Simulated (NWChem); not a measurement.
# the pair Si2H6···SiH2S, step by step

Aim: a single-point energy (singlet Si3H8S, PBE0-D2/6-311+G**), then a single-point energy (singlet Si2H6, PBE0-D2/6-311+G**), then the energy (singlet SiH2S, PBE0-D2/6-311+G**), then the energy (singlet Si2H6, PBE0-D2/6-311+G**), then the energy (singlet SiH2S, PBE0-D2/6-311+G**) of H8SSi3 and its partners. 

Program for the calculation: NWChem 7.3.0.

## 1. Starting point

The species is Si3H8S (12 atoms), meant as a singlet with charge 0. The two molecules were placed rigidly side by side, at 1 times their contact distance; the pair isn't optimised.

Bond lengths: Si1–Si2 2.338 Å, Si9–S10 2.115 Å, Si1–H3 1.488 Å, Si1–H4 1.488 Å, Si1–H5 1.488 Å, Si2–H6 1.488 Å, Si2–H7 1.488 Å, Si2–H8 1.488 Å, Si9–H11 1.525 Å, S10–H12 1.346 Å. Some angles: Si1–Si2–H6 110.3°, Si1–Si2–H7 110.3°, Si1–Si2–H8 110.3°, Si2–Si1–H3 110.3°, Si2–Si1–H4 110.3°, Si2–Si1–H5 110.3°, Si9–S10–H12 97.5°, S10–Si9–H11 89.3°, H6–Si2–H7 108.7°, H6–Si2–H8 108.7°.

## 2. The energy at PBE0-D2/6-311+G(d,p) (run 1)

The input, a.nw:

```
start a
title "H8SSi3"
memory stack 880 mb heap 220 mb global 1100 mb

geometry units angstrom noautosym nocenter noautoz
  Si      -0.352010       0.497310      -0.997940
  Si       0.351990      -0.497290       0.997960
  H        0.822390       0.955310      -1.787940
  H       -1.124410      -0.476790      -1.814940
  H       -1.219510       1.671210      -0.710940
  H        1.127490       0.475710       1.813260
  H        1.216590      -1.673390       0.710960
  H       -0.822510      -0.952090       1.789560
  Si       3.151660       3.323810      -2.133340
  S        3.894360       2.684030      -4.007810
  H        3.157980       1.874590      -1.658640
  H        3.958230       3.894310      -4.592930
end

basis spherical bse
  * library 6-311+G**
end

dft
  xc pbe0
  disp vdw 2
  grid fine
  convergence energy 1e-08
  maxiter 100
  mulliken
  print low
end

task dft energy
```

Run with:

```
nwchem a.nw > a.out
```

Output:

```text
[...]
 d= 0,ls=0.0,diis     1  -1270.8997003571 -1.54D+03  4.33D-03  1.24D+00     4.9
[...]
 d= 0,ls=0.0,diis     8  -1270.9512763727  3.00D-09  2.55D-06  1.45D-07    32.3
         Total DFT energy =    -1270.951276372745
      One electron energy =    -2290.267505163452
           Coulomb energy =      843.449317424992
    Exchange-Corr. energy =      -90.819025632087
 Nuclear repulsion energy =      266.689900020101
    Dispersion correction =       -0.003963022299
[...]
      Total Density - Mulliken Population Analysis
     ---------------------------------------------
    Atom       Charge   Shell Charges
 -----------   ------   -------------------------------------------------------
    1 Si  14    13.74   0.79  1.18  0.95  1.03  0.82  0.57  1.97  3.90  0.65  1.58  0.15 -0.00  0.04  0.10
    2 Si  14    13.76   0.79  1.18  0.95  1.04  0.82  0.57  1.97  3.90  0.65  1.58  0.17  0.01  0.03  0.10
    3 H    1     1.10   0.24  0.57  0.28  0.01
    4 H    1     1.08   0.24  0.58  0.25  0.01
    5 H    1     1.08   0.24  0.58  0.25  0.01
    6 H    1     1.08   0.24  0.58  0.25  0.01
    7 H    1     1.08   0.24  0.58  0.25  0.01
    8 H    1     1.08   0.24  0.58  0.25  0.01
    9 Si  14    13.85   0.79  1.18  0.96  1.02  1.00  0.90  1.96  3.91  0.51  1.21  0.13  0.12  0.08  0.09
   10 S   16    16.10   0.77  1.19  0.93  1.05  1.10  0.87  1.86  4.03  1.02  2.65  0.82 -0.12 -0.14  0.05
[...]
```

Wall time 33 s (1 thread of Intel Xeon 6975P-C (Granite Rapids), shared host); peak memory 0.12 GiB.

## 3. Si2H6: a single-point energy at PBE0-D2/6-311+G(d,p) (run 2)

The input, h6si2.nw:

```
start h6si2
title "H6Si2 PBE0"
memory 2200 mb

geometry units bohr noautosym nocenter noautoz
   Si    -0.66520249     0.93977970    -1.88583329
   Si     0.66516470    -0.93974190     1.88587108
   H      1.55409187     1.80527426    -3.37871693
   H     -2.12482695    -0.90100252    -3.42973953
   H     -2.30453991     3.15812920    -1.34348189
   H      2.13064731     0.89896161     3.42656479
   H      2.29902191    -3.16224880     1.34351969
   H     -1.55431863    -1.79918935     3.38177828
end

basis spherical bse
   * library 6-311+G**
end

dft
   xc pbe0
   disp vdw 2
   grid fine
   convergence energy 1e-08
   maxiter 100
   mulliken
   noprint "final vectors analysis"
end

task dft energy
```

Run with:

```
nwchem h6si2.nw > h6si2.out
```

Output:

```text
[...]
          Wavefunction type:  closed shell.
          No. of atoms     :     8
          No. of electrons :    34
[...]
          Charge           :     0
          Spin multiplicity:     1
[...]
          AO basis - number of functions:    96
[...]
              XC Information
              --------------
                         PBE0 Method XC Functional
                     Hartree-Fock (Exact) Exchange  0.250
          PerdewBurkeErnzerhof Exchange Functional  0.750
            Perdew 1991 LDA Correlation Functional  1.000 local
           PerdewBurkeErnz. Correlation Functional  1.000 non-local
[...]
 d= 0,ls=0.0,diis     1   -582.3137301925 -6.73D+02  3.50D-03  5.49D-01     1.5
[...]
 d= 0,ls=0.0,diis     7   -582.3359187946 -1.15D-09  2.82D-07  3.76D-10     8.4
         Total DFT energy =     -582.335918794646
      One electron energy =     -986.856352846996
           Coulomb energy =      357.531350977386
    Exchange-Corr. energy =      -43.781450752291
 Nuclear repulsion energy =       90.773081236706
    Dispersion correction =       -0.002547409451
[...]
      Total Density - Mulliken Population Analysis
     ---------------------------------------------
    Atom       Charge   Shell Charges
 -----------   ------   -------------------------------------------------------
    1 Si  14    13.76   0.79  1.18  0.95  1.04  0.82  0.57  1.97  3.90  0.65  1.58  0.17  0.01  0.03  0.10
    2 Si  14    13.76   0.79  1.18  0.95  1.04  0.82  0.57  1.97  3.90  0.65  1.58  0.17  0.01  0.03  0.10
    3 H    1     1.08   0.24  0.58  0.25  0.01
    4 H    1     1.08   0.24  0.58  0.25  0.01
    5 H    1     1.08   0.24  0.58  0.25  0.01
    6 H    1     1.08   0.24  0.58  0.25  0.01
    7 H    1     1.08   0.24  0.58  0.25  0.01
    8 H    1     1.08   0.24  0.58  0.25  0.01
[...]
```

Wall time 9 s (1 thread of Intel Xeon 6975P-C (Granite Rapids), shared host); peak memory 0.11 GiB.

## 4. SiH2S: a single-point energy at PBE0-D2/6-311+G(d,p) (run 3)

The input, h2ssi.nw:

```
start h2ssi
title "H2SSi"
memory 2200 mb
charge 0

geometry units angstrom noautosym nocenter noautoz
  Si       3.151660       3.323810      -2.133340
  S        3.894360       2.684030      -4.007810
  H        3.157980       1.874590      -1.658640
  H        3.958230       3.894310      -4.592930
end

basis spherical bse
  * library 6-311+G**
end

dft
  xc pbe0
  disp vdw 2
  grid fine
  convergence energy 1e-08
  iterations 100
  mulliken
  noprint "final vectors analysis"
end

task dft energy
```

Run with:

```
nwchem h2ssi.nw > h2ssi.out
```

Output:

```text
[...]
          Wavefunction type:  closed shell.
          No. of atoms     :     4
          No. of electrons :    32
[...]
          Charge           :     0
          Spin multiplicity:     1
[...]
          AO basis - number of functions:    72
[...]
              XC Information
              --------------
                         PBE0 Method XC Functional
                     Hartree-Fock (Exact) Exchange  0.250
          PerdewBurkeErnzerhof Exchange Functional  0.750
            Perdew 1991 LDA Correlation Functional  1.000 local
           PerdewBurkeErnz. Correlation Functional  1.000 non-local
[...]
 d= 0,ls=0.0,diis     1   -688.5848879009 -7.62D+02  8.69D-03  6.92D-01     0.6
[...]
 d= 0,ls=0.0,diis     8   -688.6142239979  3.91D-09  3.96D-06  8.25D-08     3.7
         Total DFT energy =     -688.614223997905
      One electron energy =    -1098.375032548973
           Coulomb energy =      383.403634252246
    Exchange-Corr. energy =      -47.035524392305
 Nuclear repulsion energy =       73.393233765303
    Dispersion correction =       -0.000535074176
[...]
      Total Density - Mulliken Population Analysis
     ---------------------------------------------
    Atom       Charge   Shell Charges
 -----------   ------   -------------------------------------------------------
    1 Si  14    13.85   0.79  1.18  0.96  1.02  1.00  0.89  1.96  3.91  0.51  1.21  0.14  0.11  0.08  0.09
    2 S   16    16.10   0.77  1.19  0.93  1.05  1.10  0.87  1.86  4.03  1.02  2.66  0.82 -0.11 -0.13  0.05
    3 H    1     1.13   0.24  0.58  0.30  0.01
    4 H    1     0.91   0.24  0.53  0.11  0.03
[...]
```

It took 4.5 s on 1 thread of Intel Xeon 6975P-C (Granite Rapids), shared host; peak memory 0.11 GiB.

## 5. Si2H6 among ghost functions: a single-point energy at PBE0-D2/6-311+G(d,p) (with ghost functions) (run 4)

The input, h6si2.nw:

```
start h6si2
title "H6Si2 PBE0"
memory total 2200 mb

geometry units angstrom noautosym nocenter noautoz
 Si      -0.352010       0.497310      -0.997940
 Si       0.351990      -0.497290       0.997960
 H        0.822390       0.955310      -1.787940
 H       -1.124410      -0.476790      -1.814940
 H       -1.219510       1.671210      -0.710940
 H        1.127490       0.475710       1.813260
 H        1.216590      -1.673390       0.710960
 H       -0.822510      -0.952090       1.789560
 bqSi     3.151660     3.323810    -2.133340
 bqS      3.894360     2.684030    -4.007810
 bqH      3.157980     1.874590    -1.658640
 bqH      3.958230     3.894310    -4.592930
end

basis spherical bse
 Si library 6-311+G**
 H library 6-311+G**
 bqSi library Si 6-311+G**
 bqS library S 6-311+G**
 bqH library H 6-311+G**
end

dft
 xc pbe0
 disp vdw 2
 grid fine
 convergence energy 1e-08
 maxiter 100
 mulliken
 print low
end

task dft energy
```

Run with:

```
nwchem h6si2.nw > h6si2.out
```

Output:

```text
[...]
 d= 0,ls=0.0,diis     1   -582.3137737631 -6.73D+02  2.02D-03  5.49D-01     4.3
[...]
 d= 0,ls=0.0,diis     7   -582.3359635367 -1.18D-09  1.66D-07  3.81D-10    26.4
         Total DFT energy =     -582.335963536712
      One electron energy =     -986.856493973401
           Coulomb energy =      357.531416168677
    Exchange-Corr. energy =      -43.781426056471
 Nuclear repulsion energy =       90.773087734890
    Dispersion correction =       -0.002547410408
[...]
      Total Density - Mulliken Population Analysis
     ---------------------------------------------
    Atom       Charge   Shell Charges
 -----------   ------   -------------------------------------------------------
    1 Si  14    13.75   0.79  1.18  0.95  1.03  0.82  0.58  1.97  3.90  0.65  1.58  0.16  0.00  0.04  0.10
    2 Si  14    13.76   0.79  1.18  0.95  1.04  0.82  0.57  1.97  3.90  0.65  1.58  0.17  0.01  0.03  0.10
    3 H    1     1.08   0.24  0.58  0.25  0.01
    4 H    1     1.08   0.24  0.58  0.25  0.01
    5 H    1     1.08   0.24  0.58  0.25  0.01
    6 H    1     1.08   0.24  0.58  0.25  0.01
    7 H    1     1.08   0.24  0.58  0.25  0.01
    8 H    1     1.08   0.24  0.58  0.25  0.01
    9 X    0     0.00   0.00 -0.00  0.00 -0.00  0.00 -0.00 -0.00  0.00 -0.00  0.00 -0.00  0.00  0.00 -0.00
   10 X    0    -0.00  -0.00  0.00 -0.00  0.00 -0.00  0.00 -0.00  0.00 -0.00  0.00  0.00 -0.00 -0.00  0.00
[...]
```

It took 27 s on 1 thread of Intel Xeon 6975P-C (Granite Rapids), shared host; peak memory 0.12 GiB.

## 6. SiH2S among ghost functions: the energy at PBE0-D2/6-311+G(d,p) (with ghost functions) (run 5)

The input, work.nw:

```
start work
title "H2SSi"
memory 2200 mb
geometry units angstrom noautosym nocenter noautoz
Si    3.151660    3.323810   -2.133340
S     3.894360    2.684030   -4.007810
H     3.157980    1.874590   -1.658640
H     3.958230    3.894310   -4.592930
bqSi    -0.352010     0.497310    -0.997940
bqSi     0.351990    -0.497290     0.997960
bqH      0.822390     0.955310    -1.787940
bqH     -1.124410    -0.476790    -1.814940
bqH     -1.219510     1.671210    -0.710940
bqH      1.127490     0.475710     1.813260
bqH      1.216590    -1.673390     0.710960
bqH     -0.822510    -0.952090     1.789560
end
basis spherical bse
Si library 6-311+G**
S library 6-311+G**
H library 6-311+G**
bqSi library Si 6-311+G**
bqH library H 6-311+G**
end
dft
xc pbe0
mult 1
disp vdw 2
grid fine
convergence energy 1e-08
maxiter 100
mulliken
noprint "final vectors analysis"
end
task dft energy
```

Run with:

```
nwchem work.nw > work.out
```

Output:

```text
[...]
          Wavefunction type:  closed shell.
          No. of atoms     :    12
          No. of electrons :    32
[...]
          Charge           :     0
          Spin multiplicity:     1
[...]
          AO basis - number of functions:   168
[...]
              XC Information
              --------------
                         PBE0 Method XC Functional
                     Hartree-Fock (Exact) Exchange  0.250
          PerdewBurkeErnzerhof Exchange Functional  0.750
            Perdew 1991 LDA Correlation Functional  1.000 local
           PerdewBurkeErnz. Correlation Functional  1.000 non-local
[...]
 d= 0,ls=0.0,diis     1   -688.5849850320 -7.62D+02  3.79D-03  6.92D-01     4.0
[...]
 d= 0,ls=0.0,diis     8   -688.6143332332  4.03D-09  1.80D-06  8.64D-08    29.0
         Total DFT energy =     -688.614333233221
      One electron energy =    -1098.375100679954
           Coulomb energy =      383.403472173229
    Exchange-Corr. energy =      -47.035403417624
 Nuclear repulsion energy =       73.393233765303
    Dispersion correction =       -0.000535074176
[...]
      Total Density - Mulliken Population Analysis
     ---------------------------------------------
    Atom       Charge   Shell Charges
 -----------   ------   -------------------------------------------------------
    1 Si  14    13.85   0.79  1.18  0.96  1.02  1.00  0.90  1.96  3.91  0.51  1.21  0.13  0.12  0.08  0.09
    2 S   16    16.10   0.77  1.19  0.93  1.05  1.10  0.87  1.86  4.03  1.02  2.65  0.82 -0.12 -0.14  0.05
    3 H    1     1.14   0.24  0.58  0.31  0.01
    4 H    1     0.91   0.24  0.53  0.11  0.03
    5 X    0     0.00  -0.00  0.00 -0.00  0.00 -0.00  0.00 -0.00  0.00 -0.00 -0.00 -0.00 -0.00  0.00 -0.00
    6 X    0     0.00   0.00 -0.00  0.00 -0.00  0.00 -0.00 -0.00  0.00 -0.00  0.00 -0.00  0.00  0.00 -0.00
    7 X    0     0.00  -0.00  0.00  0.00  0.00
    8 X    0    -0.00  -0.00  0.00 -0.00 -0.00
    9 X    0     0.00   0.00 -0.00  0.00 -0.00
   10 X    0     0.00   0.00 -0.00  0.00  0.00
[...]
```

Wall time 30 s (1 thread of Intel Xeon 6975P-C (Granite Rapids), shared host); peak memory 0.12 GiB.

## 7. Results

```
                                                                                                                  quantity           value
                                                                                    run 1, PBE0-D2/6-311+G**: total energy  -1270.95128 Eh
                                                                               run 1, PBE0-D2/6-311+G**: dispersion energy   -10.40 kJ/mol
                                                                                                       Si2H6: total energy   -582.33592 Eh
                                                                                                      Si2H6: dipole moment          0.00 D
                                                                                                  Si2H6: dispersion energy    -6.69 kJ/mol
                                                                                                       SiH2S: total energy   -688.61422 Eh
                                                                                                      SiH2S: dipole moment          0.77 D
                                                                                                  SiH2S: dispersion energy    -1.40 kJ/mol
                                                                                 Si2H6 among ghost functions: total energy   -582.33596 Eh
                                                                            Si2H6 among ghost functions: dispersion energy    -6.69 kJ/mol
                                                                                 SiH2S among ghost functions: total energy   -688.61433 Eh
                                                                                SiH2S among ghost functions: dipole moment          0.77 D
                                                                            SiH2S among ghost functions: dispersion energy    -1.40 kJ/mol
              interaction energy of the rigid parts Si2H6 and SiH2S (parts in their own basis; closest atoms 2.51 Å apart)       -0.031 eV
interaction energy of the rigid parts Si2H6 and SiH2S (parts in the whole basis, counterpoise; closest atoms 2.51 Å apart)       -0.027 eV
```

What this shows: The interaction energy of the rigid parts Si2H6 and SiH2S (parts in their own basis; closest atoms 2.51 Å apart) is −0.03 eV (−0.7 kcal/mol): the parts attract. Without counterpoise this holds the superposition error of the basis. The interaction energy of the rigid parts Si2H6 and SiH2S (parts in the whole basis, counterpoise; closest atoms 2.51 Å apart) is −0.03 eV (−2.6 kJ/mol): the parts attract. The basis-set superposition error is 0.4 kJ/mol. Mulliken charges (run 1, PBE0-D2/6-311+G**) run from -0.14 on H11 to +0.26 on Si1; in a basis this large or diffuse they mean little. Mulliken charges (Si2H6) run from -0.08 on H3 to +0.24 on Si1; in a basis this large or diffuse they mean little. Mulliken charges (SiH2S) run from -0.13 on H3 to +0.15 on Si1; in a basis this large or diffuse they mean little.
